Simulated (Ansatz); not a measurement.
**CdSnTe2 in Ansatz: convergence with xc grid**

Input of the first run (xc grid 1); the others differ in this setting and in those tied to it:

Contents of input.yaml:

```yaml
crystal:
  lattice:
    - [2.2419870046, 1.2944118006, 7.1076178158]
    - [-2.2419870046, 1.2944118006, 7.1076178158]
    - [0.0, -2.5888236013, 7.1076178158]
  atoms:
    - { symbol: Te, position: [0.254402, 0.254402, 0.254402] }
    - { symbol: Te, position: [0.745598, 0.745598, 0.745598] }
    - { symbol: Sn, position: [0.5, 0.5, 0.5] }
    - { symbol: Cd, position: [0.0, 0.0, 0.0] }
hamiltonian:
  xc: lda
  pseudopotentials: { kind: nc, accuracy: standard }
kpoints:
  mp_grid: { grid: [6, 6, 6] }
scf:
  occupations: { method: methfessel_paxton, width: 0.1 }
output:
  forces: true
  stress: true
  eigenvalues: true
basis:
  xc_grid: 1
```

Potentials or basis: PseudoDojo standard (LDA files).

Run with:

```console
$ ansatz run input.yaml --threads 2 --pin off --max-ram 5632MiB --backend cpu --events-out ev --progress --plain --runs-dir out
```

The cell comes from a database or a generator and needn't be the stable form of this composition.

Hardware: 2 threads of Arm Neoverse V2, on a shared host.

```
xc grid  energy less the tightest run, at zero smearing (meV/atom)  SCF cycles  CPU time (s)  peak memory (GiB)
      1                                                       0.00           8            42               0.95
      2                                                       0.00           8            43               0.97
      3                                                       0.00           8            43                  1
      4                                                       0.00           8            43                1.2
      5                                                       0.00           8            45                1.6
```

Against the tightest run, the energy stays within 1 meV/atom from 1 on. The tightest run that finished is the yardstick and may itself not be fully converged.

Spin-orbit coupling is left out, which matters for the levels of Te.
